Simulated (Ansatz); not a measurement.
# AlBGeH₄: up Jacob's ladder to CCSD(T)

Aim: compute AlBGeH₄ with functionals from several rungs and with coupled cluster, and see how far each lands from CCSD(T) at the basis-set limit for the atomisation energy.

Program: Ansatz 0.2.0, Gaussian basis. Level of theory: functionals in def2-TZVPP, the program's frozen cores in correlated methods. These are calculated values, not measurements.

The runs, in order: LDA (SPW92), PBE-D4, revPBE-D4, BLYP-D4, r2SCAN-D4, B97M-V, PBE0-D4, B3LYP-D4, r2SCANh-D4, r2SCAN0-D4, HSE06-D4, BHLYP-D4, CAM-B3LYP-D4, LC-ωPBE, ωB97X-V, ωB97M-V, B2PLYP, PBE-QIDH; CCSD(T)/def2-SVP; CCSD(T)/def2-TZVPP; MP2/def2-QZVPP; extrapolation to the limit; RPA on PBE.

## Step 1: Structure used throughout

All runs share one geometry, relaxed beforehand with PBE0-D4 in a triple-zeta def2 set.

SMILES `[BH]1[AlH][GeH2]1`, 7 atoms, charge 0, spin multiplicity 1.

Atoms are counted from 1 here; the program's logs count them from 0.

Bond lengths: B1–Al2 1.999 Å, B1–Ge3 1.920 Å, B1–H4 1.185 Å, Al2–Ge3 2.491 Å, Al2–H5 1.580 Å, Ge3–H6 1.535 Å, Ge3–H7 1.658 Å. Angles: Al2–B1–Ge3 78.9°, Al2–B1–H4 149.6°, Ge3–B1–H4 131.5°, B1–Al2–Ge3 49.1°, B1–Al2–H5 168.5°, Ge3–Al2–H5 142.3°, B1–Ge3–Al2 52.0°, B1–Ge3–H6 160.0°, B1–Ge3–H7 100.1°, Al2–Ge3–H6 148.1°, Al2–Ge3–H7 48.1°, H6–Ge3–H7 99.9°.

## Step 2: LDA

This LDA is Slater exchange with PW92 correlation.

Input file in.yaml:

```yaml
crystal:
  periodic: [false, false, false]
  atoms:
    - {symbol: B, position_ang: [-1.211160, -0.446663, -0.363151]}
    - {symbol: Al, position_ang: [0.514383, 0.058789, -1.236553]}
    - {symbol: Ge, position_ang: [-0.150554, 0.032689, 1.163565]}
    - {symbol: H, position_ang: [-2.329094, -0.827834, -0.454529]}
    - {symbol: H, position_ang: [1.727267, 0.385924, -2.194659]}
    - {symbol: H, position_ang: [0.241179, 0.283334, 2.626935]}
    - {symbol: H, position_ang: [1.269277, 0.445760, 0.412595]}
basis:
  gaussian: {orbitals: def2-TZVPP}
hamiltonian: {xc: lda}
output: {orbitals: {seedname: orbitals}}
```

Command:

```console
$ ansatz run in.yaml --threads 2 --pin off --events-out ev --progress --plain --max-ram 4352MiB
```

Further steps of the session: PBE-D4 (GGA); revPBE-D4 (GGA); BLYP-D4 (GGA); r2SCAN-D4 (meta-GGA); B97M-V (meta-GGA); PBE0-D4 (hybrid); B3LYP-D4 (hybrid); r2SCANh-D4 (hybrid); r2SCAN0-D4 (hybrid); HSE06-D4 (hybrid); BHLYP-D4 (hybrid); CAM-B3LYP-D4 (range-separated); LC-ωPBE (range-separated); ωB97X-V (range-separated); ωB97M-V (range-separated); B2PLYP (double hybrid); PBE-QIDH (double hybrid); CCSD(T) in def2-SVP; CCSD(T) in def2-TZVPP; MP2 in def2-QZVPP; RPA on PBE orbitals.

**Question.** What will the summary of the whole plan be? Wanted: atomisation energy, CCSD(T)/CBS; farthest beyond LDA; mean size of error, GGA; mean size of error, meta-GGA; mean size of error, hybrid; mean size of error, range-separated; mean size of error, double hybrid; gap, smallest and largest; T1 diagnostic.

The runs gave:

| quantity | value |
| --- | --- |
| atomisation energy, CCSD(T)/CBS | 1827.8 kJ/mol |
| functionals within 18.3 kJ/mol (1.0 %) | PBE-D4, PBE0-D4, r2SCANh-D4, r2SCAN0-D4, HSE06-D4, ωB97X-V, PBE-QIDH |
| farthest beyond LDA | BHLYP-D4 (-60.7 kJ/mol) |
| mean size of error, GGA | 28.1 kJ/mol |
| mean size of error, meta-GGA | 38.9 kJ/mol |
| mean size of error, hybrid | 20.3 kJ/mol |
| mean size of error, range-separated | 22.7 kJ/mol |
| mean size of error, double hybrid | 25.5 kJ/mol |
| gap, smallest and largest | 3.23 eV (BLYP-D4), 8.93 eV (LC-ωPBE) |
| T1 diagnostic | 0.0138 |
| triples share of the correlation energy | 4.7 % |

What this shows: LDA overbinds by 255.9 kJ/mol (14 %). PBE-D4 misses by +8.7 kJ/mol. Double hybrids carry the basis error of their MP2 part in triple zeta, and no dispersion term here, so their miss is partly the set-up's. Taken by rung, hybrid functionals do best (20.3 kJ/mol on average) and meta-GGA ones worst beyond LDA (38.9 kJ/mol). The gap between the best rungs is small, so their order is not settled. Misses under about 18.3 kJ/mol are within the doubt on the reference itself, which lacks core-valence correlation, relativity and higher excitations, and its outer-core shells are covered unevenly. Hartree-Fock recovers 71 % of the binding; the rest is correlation. CCSD(T) in def2-SVP is off by -119.8 kJ/mol, so the small basis spoils what the method gains. The gap grows from 3.2 to 8.9 eV across the functionals, mostly with the share of exact exchange. Correlated methods include outer-core shells of Ge, which these sets cover unevenly.
